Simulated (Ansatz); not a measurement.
# C2H6FNSi: a ladder of functionals and wavefunction methods

How much do the methods differ for C2H6FNSi? The plan is to run it at one geometry with functionals of several rungs and with coupled cluster, and see how far each lands from CCSD(T) at the basis-set limit for the atomisation energy.

Program: Ansatz 0.2.0, Gaussian basis. Level of theory: functionals in def2-TZVPP, the program's frozen cores in correlated methods. These are calculated values, not measurements.

Plan: LDA (SPW92), PBE-D4, revPBE-D4, BLYP-D4, r2SCAN-D4, B97M-V, PBE0-D4, B3LYP-D4, r2SCANh-D4, r2SCAN0-D4, HSE06-D4, BHLYP-D4, CAM-B3LYP-D4, LC-ωPBE, ωB97X-V, ωB97M-V, B2PLYP, PBE-QIDH; CCSD(T)/def2-SVP; CCSD(T)/def2-TZVPP; MP2/def2-QZVPP; extrapolation to the limit; RPA on PBE.

### 1 Structure used throughout

All runs share one geometry, relaxed beforehand with PBE0-D4 in a triple-zeta def2 set.

11 atoms, charge 0, spin multiplicity 1.

Atoms are counted from 1 here; the program's logs count them from 0.

Bond lengths: N1–C2 1.369 Å, N1–H6 1.007 Å, N1–H7 1.004 Å, C2–C3 1.339 Å, C2–H8 1.083 Å, C3–F4 1.371 Å, C3–Si5 1.849 Å, Si5–H9 1.487 Å, Si5–H10 1.488 Å, Si5–H11 1.488 Å. Angles: C2–N1–H6 116.0°, C2–N1–H7 117.1°, H6–N1–H7 114.5°, N1–C2–C3 125.3°, N1–C2–H8 116.4°, C3–C2–H8 118.2°, C2–C3–F4 116.5°, C2–C3–Si5 126.3°, F4–C3–Si5 117.2°, C3–Si5–H9 106.6°, C3–Si5–H10 111.9°, C3–Si5–H11 111.4°, H9–Si5–H10 109.6°, H9–Si5–H11 109.7°, H10–Si5–H11 107.6°.

Coordinates:

```csv
atom,x (Å),y (Å),z (Å)
N1,-1.55965,1.55458,-0.23605
C2,-0.89603,0.35791,-0.18579
C3,0.40403,0.20551,0.09419
F4,1.09764,1.34284,0.41963
Si5,1.34977,-1.38320,0.07404
H6,-1.08959,2.33802,0.18714
H7,-2.55237,1.53385,-0.08439
H8,-1.46994,-0.52336,-0.44589
H9,0.37818,-2.45042,-0.28211
H10,2.45297,-1.35826,-0.92353
H11,1.95040,-1.67447,1.40336
```

### 2 LDA

This LDA is Slater exchange with PW92 correlation.

Input file in.yaml:

```yaml
crystal:
  periodic: [false, false, false]
  atoms:
    - {symbol: N, position_ang: [-1.559652, 1.554580, -0.236054]}
    - {symbol: C, position_ang: [-0.896034, 0.357912, -0.185786]}
    - {symbol: C, position_ang: [0.404035, 0.205509, 0.094189]}
    - {symbol: F, position_ang: [1.097645, 1.342835, 0.419625]}
    - {symbol: Si, position_ang: [1.349770, -1.383201, 0.074041]}
    - {symbol: H, position_ang: [-1.089589, 2.338018, 0.187139]}
    - {symbol: H, position_ang: [-2.552373, 1.533855, -0.084389]}
    - {symbol: H, position_ang: [-1.469943, -0.523361, -0.445890]}
    - {symbol: H, position_ang: [0.378179, -2.450415, -0.282107]}
    - {symbol: H, position_ang: [2.452966, -1.358262, -0.923526]}
    - {symbol: H, position_ang: [1.950397, -1.674471, 1.403359]}
basis:
  gaussian: {orbitals: def2-TZVPP}
hamiltonian: {xc: lda}
output: {orbitals: {seedname: orbitals}}
```

The run is started by

```
$ ansatz run in.yaml --threads 4 --pin off --events-out ev --progress --plain --max-ram 10444MiB
```

After this run come: PBE-D4 (GGA); revPBE-D4 (GGA); BLYP-D4 (GGA); r2SCAN-D4 (meta-GGA); B97M-V (meta-GGA); B3LYP-D4 (hybrid); r2SCANh-D4 (hybrid); r2SCAN0-D4 (hybrid); HSE06-D4 (hybrid); BHLYP-D4 (hybrid); CAM-B3LYP-D4 (range-separated); LC-ωPBE (range-separated); ωB97X-V (range-separated); ωB97M-V (range-separated); B2PLYP (double hybrid); PBE-QIDH (double hybrid); CCSD(T) in def2-SVP; CCSD(T) in def2-TZVPP; MP2 in def2-QZVPP; RPA on PBE orbitals.

Q: Predict the results of all the runs planned. Wanted: atomisation energy, CCSD(T)/CBS; farthest beyond LDA; mean size of error, GGA; mean size of error, meta-GGA; mean size of error, hybrid; mean size of error, range-separated; mean size of error, double hybrid; gap, smallest and largest; T1 diagnostic.

As calculated:

```
                               quantity                                                                 value
        atomisation energy, CCSD(T)/CBS                                                             41.438 eV
    functionals within 0.207 eV (0.5 %)  revPBE-D4, r2SCAN-D4, B97M-V, PBE0-D4, r2SCANh-D4, HSE06-D4, LC-ωPBE
                    farthest beyond LDA                                                  BHLYP-D4 (-1.218 eV)
                mean size of error, GGA                                                              0.494 eV
           mean size of error, meta-GGA                                                              0.138 eV
             mean size of error, hybrid                                                              0.443 eV
    mean size of error, range-separated                                                              0.226 eV
      mean size of error, double hybrid                                                              0.354 eV
              gap, smallest and largest                             4.49 eV (LDA (SPW92)), 11.45 eV (LC-ωPBE)
                          T1 diagnostic                                                                0.0131
triples share of the correlation energy                                                                 3.8 %
```

What this shows: The LDA atomisation energy is off by 6.582 eV (16 %): it overbinds. PBE-D4 misses by +1.135 eV. Double hybrids carry the basis error of their MP2 part in triple zeta, and no dispersion term here, so their miss is partly the set-up's. By mean error the best rung here is meta-GGA (0.138 eV) and the worst beyond LDA is GGA (0.494 eV). hybrid functionals lie within the reference's doubt of that worst mean (0.443 eV), so those two tie. The gap between the best rungs is small, so their order is not settled. The reference freezes the cores and leaves out relativity and excitations past (T), so misses under about 0.207 eV can't be ranked. Hartree-Fock recovers 71 % of the binding; the rest is correlation. CCSD(T) in def2-SVP is off by -2.483 eV, so the small basis spoils what the method gains. Orbital gaps span 4.5 to 11.5 eV; exact exchange widens them.
